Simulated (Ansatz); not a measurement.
**Mg2Pd: a single-point run**

Aim: a sound single-point run of Mg2Pd. The structure is shown as the input types it.

Computed with Ansatz 0.2.0 (DFT, r2SCAN, all-electron LAPW, scalar-relativistic (as first typed), unless a step's input says otherwise).

3 further runs of the same task are left out: 3 that didn't finish. Runs told in other sessions of the task aren't counted.

**1. The system as given**

Symmetry: Cm, No. 8, monoclinic system. The conventional cell has a = 4.582 Å, b = 4.582 Å, c = 5.536 Å, α = 90.00°, β = 114.44°, γ = 90.00°. Mg (site symmetry m) has 1 Pd at 1.91 Å in its first shell of neighbours. Mg (site symmetry m) has 5 Pd at 2.59 to 3.35 Å and 9 Mg at 2.77 to 3.49 Å in its first shell of neighbours. Pd (site symmetry m) is surrounded by 1 Mg at 1.91 Å.

Coordinates:

```cif
data_structure
_symmetry_space_group_name_H-M 'Cm'
_symmetry_Int_Tables_number 8
_cell_length_a 4.5821
_cell_length_b 4.5821
_cell_length_c 5.5364
_cell_angle_alpha 90.000
_cell_angle_beta 114.445
_cell_angle_gamma 90.000
_cell_volume 105.82
loop_
_atom_site_label
_atom_site_type_symbol
_atom_site_symmetry_multiplicity
_atom_site_Wyckoff_symbol
_atom_site_fract_x
_atom_site_fract_y
_atom_site_fract_z
_atom_site_occupancy
Mg1 Mg 2 a 0.79987 0.50000 0.74973 1
Mg2 Mg 2 a 0.64722 0.00000 0.29443 1
Pd1 Pd 2 a 0.55292 0.50000 0.95584 1
```

**2. Input and run**

input.yaml reads:

```yaml
crystal:
  lattice:
    - [-1.6200259, 1.6200259, 5.04011328]
    - [1.6200259, -1.6200259, 5.04011328]
    - [1.6200259, 1.6200259, -5.04011328]
  atoms:
    - { symbol: Mg, position: [0.5501341185, 0.5501341185, -0.15] }
    - { symbol: Mg, position: [0.35278339, 0.35278339, 0.0] }
    - { symbol: Pd, position: [0.0970824915, 0.0970824915, 0.15] }
kpoints:
  mp_grid: { grid: [13, 13, 13] }
scf:
  occupations: { method: fermi_dirac, width: 0.05 }
hamiltonian:
  xc: r2scan
  pseudopotentials: { kind: all_electron, lapw: { basis_error: 0.001 } }
output:
  forces: true
  stress: true
  eigenvalues: true
  populations: true
```

Launch:

```
$ ansatz run input.yaml --threads 1 --pin off --max-ram 3072MiB --backend cpu --events-out ev --progress --plain --runs-dir out
```

Q: Will this input give a usable result? If not, why, and what should change?

The program refused the input before any cycle. Its message: «memory limit exceeded: the `scf loop` phase needs 3.55 GiB against the run's memory maximum of 3.00 GiB; largest carriers: full-potential basis 2.00 GiB, full-potential states 0.54 GiB, wavefunctions 0.50 GiB ...»

The memory limit is under what the program plans for this job. It asks for 3.55 GiB, and 3.00 GiB are there.

The cure: delete hamiltonian.pseudopotentials.lapw.basis_error (the default then holds).
